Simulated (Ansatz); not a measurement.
**CH2BNO: basis-set convergence**

Aim: see how fast density functionals converge with the basis set for CH2BNO.

The runs use Ansatz 0.2.0, Gaussian basis; one geometry, several basis sets.

Plan: PBE0-D4/def2-SVP; ωB97M-V/def2-SVP; PBE0-D4/def2-QZVPP; ωB97M-V/def2-QZVPP; the functionals' def2-TZVPP values are taken from earlier runs.

## 1. Structure used throughout

The geometry comes from an earlier relaxation with PBE0-D4 in a triple-zeta def2 set; it is a stationary point.

6 atoms, charge 0, spin multiplicity 1.

Atoms are counted from 1 here; the program's logs count them from 0.

Bond lengths: B1–N2 1.483 Å, B1–C3 1.734 Å, B1–O4 1.430 Å, B1–H5 1.187 Å, N2–C3 1.277 Å, C3–O4 1.395 Å, C3–H6 1.092 Å. Angles: N2–B1–C3 46.0°, N2–B1–O4 96.3°, N2–B1–H5 135.2°, C3–B1–O4 51.2°, C3–B1–H5 163.7°, O4–B1–H5 127.4°, B1–N2–C3 77.4°, B1–C3–N2 56.6°, B1–C3–O4 53.1°, B1–C3–H6 163.7°, N2–C3–O4 108.5°, N2–C3–H6 132.3°, O4–C3–H6 119.0°, B1–O4–C3 75.7°.

## 2. PBE0-D4 in def2-SVP

Contents of in.yaml:

```yaml
crystal:
  periodic: [false, false, false]
  atoms:
    - {symbol: B, position_ang: [0.436887, 0.509462, -0.582586]}
    - {symbol: N, position_ang: [-0.788590, 0.749471, 0.216929]}
    - {symbol: C, position_ang: [-0.518020, -0.470444, 0.482552]}
    - {symbol: O, position_ang: [0.463434, -0.909578, -0.405753]}
    - {symbol: H, position_ang: [1.290740, 1.194387, -1.041461]}
    - {symbol: H, position_ang: [-0.842350, -1.137297, 1.284119]}
basis:
  gaussian: {orbitals: def2-SVP}
hamiltonian: {xc: pbe0, dispersion: d4}
output: {orbitals: {seedname: orbitals}}
```

The run is started by

```bash
ansatz run in.yaml --threads 2 --pin off --events-out ev --progress --plain --max-ram 4352MiB
```

Further steps of the session: ωB97M-V in def2-SVP; PBE0-D4 in def2-QZVPP; ωB97M-V in def2-QZVPP.

**Question.** What will the summary of the whole plan be? Wanted: PBE0-D4: double and triple zeta above quadruple; ωB97M-V: double and triple zeta above quadruple.

**Answer**, as computed:

```
                                       quantity          value
PBE0-D4: double and triple zeta above quadruple  6.37, 0.30 eV
ωB97M-V: double and triple zeta above quadruple  6.54, 0.28 eV
```

For PBE0-D4 the step from double to triple zeta gains 6.07 eV and the next only 0.30 eV. Total energies overstate the basis error of differences, where much of it tends to cancel.
